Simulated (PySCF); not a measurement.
# RbSe at other levels of theory

Aim: see what other levels and later steps give for RbSe.

Method: method and basis as typed in the scripts; program: PySCF 2.14.0.

4 further runs of the same task are left out: 1 for a known fault of the program, 3 that didn't finish.

## 1. Where the work starts

RbSe: 2 atoms, charge 0, spin multiplicity 2.

Bond lengths: Rb1–Se2 2.805 Å.

## 2. Base script

The input, input.py:

```python
from pyscf import gto, scf, mcscf

mol = gto.M(
    atom='Rb 0 0 0; Se 0 0 2.805',
    basis='def2-svp',
    ecp={'Rb': 'def2-svp'},
    charge=0,
    spin=1,
    verbose=4,
)
mf = scf.ROHF(mol)
mf.kernel()
mc = mcscf.CASSCF(mf, 2, 1)
mc.kernel()
mc.analyze()
mf.dip_moment()
print('orbital energies (hartree):', mf.mo_energy[..., max(0, mol.nelec[1]-3):mol.nelec[0]+3].round(4))
```

Run with:

```bash
$ OMP_NUM_THREADS=1 python input.py
```

## 3. RHF

Run 1 changes SCF type: ROHF → RHF.

Edit input.py of step 2 so:

```diff
@@ -10,3 +10,3 @@
 )
-mf = scf.ROHF(mol)
+mf = scf.RHF(mol)
 mf.kernel()
```

## 4. Active space 1 electrons in 3 orbitals

Run 2 changes active space: 1 electrons in 2 orbitals → 1 electrons in 3 orbitals.

Edit input.py of step 2 so:

```diff
@@ -12,3 +12,3 @@
 mf.kernel()
-mc = mcscf.CASSCF(mf, 2, 1)
+mc = mcscf.CASSCF(mf, 3, 1)
 mc.kernel()
```

## 5. TDA (UHF)

Run 3 changes step after the SCF: casscf → tda; SCF type: ROHF → UHF; number of roots: none → 3.

The input, input.py:

```python
from pyscf import gto, scf, tdscf

mol = gto.M(
    atom='Rb 0 0 0; Se 0 0 2.805',
    basis='def2-svp',
    ecp={'Rb': 'def2-svp'},
    charge=0,
    spin=1,
    verbose=4,
)
mf = scf.UHF(mol)
mf.kernel()
td = tdscf.TDA(mf)
td.nstates = 3
td.kernel()
td.analyze(verbose=3)
mf.dip_moment()
print('orbital energies (hartree):', [e[max(0, n-3):n+3].round(4) for e, n in zip(mf.mo_energy, mol.nelec)])
```

## 6. Frequency run (UHF)

Run 4 changes step after the SCF: casscf → frequency; SCF type: ROHF → UHF.

The input, input.py:

```python
from pyscf import gto, scf
from pyscf.hessian import thermo

mol = gto.M(
    atom='Rb 0 0 0; Se 0 0 2.805',
    basis='def2-svp',
    ecp={'Rb': 'def2-svp'},
    charge=0,
    spin=1,
    verbose=4,
)
mf = scf.UHF(mol)
mf.kernel()
hess = mf.Hessian().kernel()
print('wavenumber (cm^-1) =', thermo.harmonic_analysis(mol, hess)['freq_wavenumber'].round(1))
mf.dip_moment()
print('orbital energies (hartree):', [e[max(0, n-3):n+3].round(4) for e, n in zip(mf.mo_energy, mol.nelec)])
```

## 7. CASCI

Run 5 changes step after the SCF: casscf → casci; active space: 1 electrons in 2 orbitals → 5 electrons in 4 orbitals.

Edit input.py of step 2 so:

```diff
@@ -12,3 +12,3 @@
 mf.kernel()
-mc = mcscf.CASSCF(mf, 2, 1)
+mc = mcscf.CASCI(mf, 4, 5)
 mc.kernel()
```

## 8. MP2 (UHF)

Run 6 changes step after the SCF: casscf → mp2; SCF type: ROHF → UHF; frozen orbitals: none → 9.

The input, input.py:

```python
from pyscf import gto, scf, mp

mol = gto.M(
    atom='Rb 0 0 0; Se 0 0 2.805',
    basis='def2-svp',
    ecp={'Rb': 'def2-svp'},
    charge=0,
    spin=1,
    verbose=4,
)
mf = scf.UHF(mol)
mf.kernel()
mp.MP2(mf, frozen=9).kernel()
mf.dip_moment()
print('orbital energies (hartree):', [e[max(0, n-3):n+3].round(4) for e, n in zip(mf.mo_energy, mol.nelec)])
```

Q: Predict the outcome of this session. Wanted: for each run, E(SCF); from base; gap, α spin; SCF dipole; after the SCF.

The runs gave:

| run | E(SCF) (hartree) | from base (eV) | cycles | gap, α spin (eV) | SCF dipole (D) | after the SCF |
| --- | --- | --- | --- | --- | --- | --- |
| base | -2423.368284 | 0 | 10 | n/a | 10.47 | n/a |
| RHF | -2423.368284 | 0.0000 | 10 | n/a | 10.47 | n/a |
| active space 1 electrons in 3 orbitals | -2423.368284 | 0.0000 | 10 | n/a | 10.47 | n/a |
| TDA (UHF) | -2423.371515 | -0.0879 | 10 | 7.04 | 10.46 | lowest root found 3.28 eV |
| frequency run (UHF) | -2423.371515 | -0.0879 | 10 | 7.04 | 10.46 | highest mode 261 cm⁻¹ |
| CASCI | -2423.368284 | 0.0000 | 10 | n/a | 10.47 | CASCI correlation -0.001 eV |
| MP2 (UHF) | -2423.371515 | -0.0879 | 10 | 7.04 | 10.46 | MP2 correlation -7.232 eV, core frozen |

In words: With RHF the SCF ends at the base energy. The dearest run is “frequency run (UHF)”, at 12 s against 1.1 s.
